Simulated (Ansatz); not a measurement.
**C₁₀H₂₂O: up Jacob's ladder to CCSD(T)**

One table from this session's results is given with a row withheld; the runs are named, their logs left out.

Method: functionals in def2-TZVPP, the program's frozen cores in correlated methods; program: Ansatz 0.2.0, Gaussian basis.

The runs, in order: PBE-D4, r2SCAN-D4, PBE0-D4, B3LYP-D4, ωB97X-V, ωB97M-V, B2PLYP; CCSD(T)/def2-TZVPP; MP2/def2-QZVPP; extrapolation to the limit.

### The relaxed structure

The geometry comes from an earlier relaxation with PBE0-D4 in a triple-zeta def2 set; it is a stationary point, not always the lowest conformer.

SMILES `CCCCCCCCCCO`, 33 atoms, charge 0, spin multiplicity 1.

Atoms are counted from 1 here; the program's logs count them from 0.

Bond lengths: C1–C2 1.521 Å, C1–H12 1.094 Å, C1–H13 1.092 Å, C1–H14 1.093 Å, C2–C3 1.523 Å, C2–H15 1.095 Å, C2–H16 1.097 Å, C3–C4 1.521 Å, C3–H17 1.096 Å, C3–H18 1.097 Å, C4–C5 1.525 Å, C4–H19 1.094 Å, C4–H20 1.096 Å, C5–C6 1.525 Å, C5–H21 1.096 Å, C5–H22 1.096 Å, C6–C7 1.521 Å, C6–H23 1.095 Å and more. Angles: C2–C1–H12 110.9°, C2–C1–H13 111.3°, C2–C1–H14 111.9°, H12–C1–H13 107.6°, H12–C1–H14 107.7°, H13–C1–H14 107.4°, C1–C2–C3 113.8°, C1–C2–H15 109.0°, C1–C2–H16 109.6°, C3–C2–H15 108.8°, C3–C2–H16 109.3°, H15–C2–H16 106.1°, C2–C3–C4 114.1°, C2–C3–H17 108.5°, C2–C3–H18 109.3°, C4–C3–H17 110.1°, C4–C3–H18 108.7°, H17–C3–H18 105.9° and more.

The first run:

in.yaml reads:

```yaml
crystal:
  periodic: [false, false, false]
  atoms:
    - {symbol: C, position_ang: [0.024906, -0.180389, 3.333302]}
    - {symbol: C, position_ang: [-0.676464, 1.116458, 2.961347]}
    - {symbol: C, position_ang: [-0.953125, 1.260291, 1.470273]}
    - {symbol: C, position_ang: [-1.966649, 0.263527, 0.928109]}
    - {symbol: C, position_ang: [-2.288990, 0.449680, -0.550686]}
    - {symbol: C, position_ang: [-1.101098, 0.293378, -1.493589]}
    - {symbol: C, position_ang: [-0.456570, -1.083252, -1.447515]}
    - {symbol: C, position_ang: [0.689692, -1.265541, -2.436885]}
    - {symbol: C, position_ang: [1.872186, -0.324487, -2.233725]}
    - {symbol: C, position_ang: [2.534996, -0.463905, -0.877090]}
    - {symbol: O, position_ang: [3.633130, 0.408418, -0.709102]}
    - {symbol: H, position_ang: [0.970674, -0.281267, 2.792005]}
    - {symbol: H, position_ang: [0.251079, -0.216388, 4.401452]}
    - {symbol: H, position_ang: [-0.585560, -1.055794, 3.099672]}
    - {symbol: H, position_ang: [-0.060888, 1.960510, 3.289249]}
    - {symbol: H, position_ang: [-1.620526, 1.196030, 3.513605]}
    - {symbol: H, position_ang: [-0.004607, 1.164827, 0.928791]}
    - {symbol: H, position_ang: [-1.314895, 2.275122, 1.265757]}
    - {symbol: H, position_ang: [-1.614758, -0.758519, 1.099745]}
    - {symbol: H, position_ang: [-2.894921, 0.358228, 1.504000]}
    - {symbol: H, position_ang: [-3.066475, -0.268284, -0.837069]}
    - {symbol: H, position_ang: [-2.725262, 1.444904, -0.695231]}
    - {symbol: H, position_ang: [-0.355645, 1.062766, -1.269142]}
    - {symbol: H, position_ang: [-1.434490, 0.493491, -2.518850]}
    - {symbol: H, position_ang: [-0.101373, -1.294713, -0.433811]}
    - {symbol: H, position_ang: [-1.222480, -1.839740, -1.655138]}
    - {symbol: H, position_ang: [0.306784, -1.132861, -3.454882]}
    - {symbol: H, position_ang: [1.045589, -2.300824, -2.379772]}
    - {symbol: H, position_ang: [2.620764, -0.528816, -3.010060]}
    - {symbol: H, position_ang: [1.567916, 0.717803, -2.369397]}
    - {symbol: H, position_ang: [1.836156, -0.205649, -0.078148]}
    - {symbol: H, position_ang: [2.834615, -1.510825, -0.715225]}
    - {symbol: H, position_ang: [4.256298, 0.245802, -1.421973]}
basis:
  gaussian: {orbitals: def2-TZVPP}
hamiltonian: {xc: pbe, dispersion: d4}
output: {forces: true, orbitals: {seedname: orbitals}}
```

Command:

```sh
ansatz run in.yaml --threads 11 --pin off --events-out ev --progress --plain --max-ram 174080MiB --backend cuda --devices 0, --max-vram 75GiB
```

Steps of the session up to this table: PBE-D4 (GGA); r2SCAN-D4 (meta-GGA); PBE0-D4 (hybrid); B3LYP-D4 (hybrid); ωB97X-V (range-separated); ωB97M-V (range-separated); B2PLYP (double hybrid); CCSD(T) in def2-TZVPP; MP2 in def2-QZVPP.

One of the session's tables, all rows but one given; the rest of the session is left out.

```
            method  atomisation energy (kcal/mol)
            PBE-D4                         3221.6
         r2SCAN-D4                         3169.1
           PBE0-D4                         3186.2
          B3LYP-D4                         3163.4
           ωB97X-V                         3168.2
           ωB97M-V                         3171.9
            B2PLYP                         3130.8
     HF/def2-TZVPP                         2379.3
    MP2/def2-TZVPP                              ?
   CCSD/def2-TZVPP                         3060.4
CCSD(T)/def2-TZVPP                         3098.2
           MP2/CBS                         3196.3
       CCSD(T)/CBS                         3164.1
```

**Question.** Estimate the row for MP2/def2-TZVPP.

As computed: atomisation energy (kcal/mol): 3130.4. In the column «atomisation energy (kcal/mol)» it lies between CCSD(T)/def2-TZVPP (3098.2) and B2PLYP (3130.8).

To keep in mind: Free atoms (10 C, 1 O, 22 H) were run apart at each level; the atomisation energy is their sum less the molecule, without zero-point or spin-orbit terms.
